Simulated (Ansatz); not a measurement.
I need a convergence test of the plane-wave cutoff of Cs, space group Fm-3m. Use Ansatz 0.2.0, Python API. Use (first run): PBEsol, PAW, cutoff 300 eV, 4×4×4 k-points, Methfessel-Paxton smearing of 0.05 eV, D4 dispersion. The script varies cutoff (eV): 300, 375, 450, 525, 600.

The script reads `cs.cif`:
```cif
data_Cs
_cell_length_a 4.231327
_cell_length_b 4.231327
_cell_length_c 4.231327
_cell_angle_alpha 60.00000
_cell_angle_beta 60.00000
_cell_angle_gamma 60.00000
_symmetry_space_group_name_H-M 'P 1'
_symmetry_Int_Tables_number 1
loop_
_symmetry_equiv_pos_as_xyz
'x, y, z'
loop_
_atom_site_label
_atom_site_type_symbol
_atom_site_fract_x
_atom_site_fract_y
_atom_site_fract_z
Cs1 Cs    0.000000    0.000000    0.000000
```

`ecut_cs.py`
```python
"""Cutoff test for Cs."""

import ansatz as az
from ase.io import read
from tabulate import tabulate

atoms = read("cs.cif")
system = az.Crystal.from_ase(atoms)

calculation = (
    system.calculation()
    .functional("pbesol", dispersion="d4")
    .occupations(az.OccupationsMethod.METHFESSEL_PAXTON, width=0.05)
    .kpoints(mesh=(4, 4, 4), center="monkhorst-pack")
    .scf(extra_bands=6, algorithm="direct_min")
    .stress()
)

rows = []
for value in [300, 375, 450, 525, 600]:
    r = calculation.basis(value).run(threads=1, backend="cpu").report
    rows.append((value, r["free_energy_ev"] / len(r["lattice"]["sites"]), r["n_iterations"], sum(r["stress_gpa"][i][i] for i in range(3)) / 3, r["n_pw"]))

print(tabulate(rows, headers=["cutoff (eV)", "F/atom (eV)", "iterations", "P (GPa)", "plane waves"], floatfmt=".4f", tablefmt="plain"))

# the last row is the reference
for row in rows[:-1]:
    shift = 1000 * (row[1] - rows[-1][1])
    print(f"{row[0]}: {shift:+.2f} meV/atom" + ("  (within 1 meV)" if abs(shift) < 1 else ""))
```

Output of `python ecut_cs.py`:
```text
DeckWarning: basis.ecutwfc = 300 eV is below the records' recommended 420 eV, and the density's cutoff is lower with it unless basis.ecutrho_ratio is high enough to keep the records' density cutoff: compare with a run at a higher cutoff
DeckWarning: crystal.symmetry: narrowed to the stabiliser of the k-point mesh — unitary ops 48 → 12; excluded 36 operations that carry a point of the 4×4×4 mesh (shift [0.5, 0.5, 0.5]) off the mesh [...]
DeckWarning: basis.ecutwfc = 375 eV is below the records' recommended 420 eV, and the density's cutoff is lower with it unless basis.ecutrho_ratio is high enough to keep the records' density cutoff: compare with a run at a higher cutoff
  cutoff (eV)    F/atom (eV)    iterations    P (GPa)    plane waves
          300     -5585.4406             7     3.5092            609
          375     -5585.4488             7     3.5099            893
          450     -5585.4490             7     3.5100           1211
          525     -5585.4492             7     3.5095           1459
          600     -5585.4492             7     3.5095           1807
300: +8.59 meV/atom
375: +0.36 meV/atom  (within 1 meV)
450: +0.14 meV/atom  (within 1 meV)
525: +0.02 meV/atom  (within 1 meV)
```
(Warnings from the package without file and line, shortened.)

From 375 eV on it stays within 1 meV an atom of the value at 600 eV; the first row (300 eV) is off by 8.6 meV and the last but one by 0.02 meV. The energy falls steadily, as expected when plane waves are added. The pressure moves from 3.51 to 3.51 GPa (the program's stress holds a Pulay correction, so it settles early).

Notes:
- Dispersion corrections can be off by several per cent in the lattices of metals, and by several GPa in the pressure at a fixed cell.
- For a metal this mesh is far too coarse, so the numbers only illustrate the procedure.
- Pressure is positive in compression.
- This isn't the structure that Cs takes at ambient conditions.
- Shifts are counted from the last row, which is itself no proven limit.
- Run time: 6.8 s on 1 thread of Arm Neoverse V2 (shared host), peak memory 0.42 GiB.
